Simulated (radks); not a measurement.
# Ho in [Xe] 4f11 6s2: an all-electron calculation

One table from this session's results is given with a row withheld; the runs are named, their logs left out.

Method: scalar-relativistic Kohn-Sham, PBE, spin-unpolarised, spherical densities, finite nucleus. Code: radks (a radial shooting solver on a logarithmic mesh, Libxc functionals) version 1.

## The atom as given

```
element            : holmium (Z = 67)
charge             : 0
electrons          : 67
configuration      : [Xe] 4f11 6s2
nuclear rms radius : 5.2022 fm
```

The outer shells:

Ho
```
[Xe] core
4f [↑↓][↑↓][↑↓][↑↓][↑ ][↑ ][↑ ]
6s [↑↓]
```

Set-up of the first run:

The run's settings:

```text
Z 67
configuration [Xe] 4f11 6s2
relativity scalar-relativistic
functional pbe,pbe
spin unpolarised
nucleus finite rms 5.2022 fm
c 137.035999084
```

The run is started by

```
python run_ks.py task.json out
```

The same process makes all the runs of this session.

Steps of the session up to this table: Self-consistent calculation.

One table of the session follows, with a row left open; its other results are not shown here.

It belongs to the step «Radial structure». From the orbitals of this run (lengths in bohr):

```
level      <r>  outermost maximum (interpolated)  90 % within  nodes
   1s  0.02074                            0.0131       0.0376      0
   2s  0.08810                            0.0746        0.136      1
   2p  0.07806                            0.0606        0.127      0
   3s   0.2299                             0.211        0.337      2
   3p   0.2289                             0.208        0.342      1
   3d   0.2079                             0.170        0.323      0
   4s   0.5188                             0.484        0.745      3
   4p   0.5501                             0.505        0.800      2
   4d   0.5964                             0.523        0.897      1
   5s    1.277                              1.14         1.85      4
   5p        ?                                 ?            ?      ?
   6s    4.066                              3.42         6.05      5
   4f   0.8562                             0.524         1.50      0
```

**Question.** Estimate the row for 5p.

As computed: <r>: 1.521; outermost maximum (interpolated): 1.30; 90 % within: 2.25; nodes: 3. In the column «<r>» it lies between 5s (1.277) and 6s (4.066).

To keep in mind: Spin polarisation and multiplet splitting are left out.
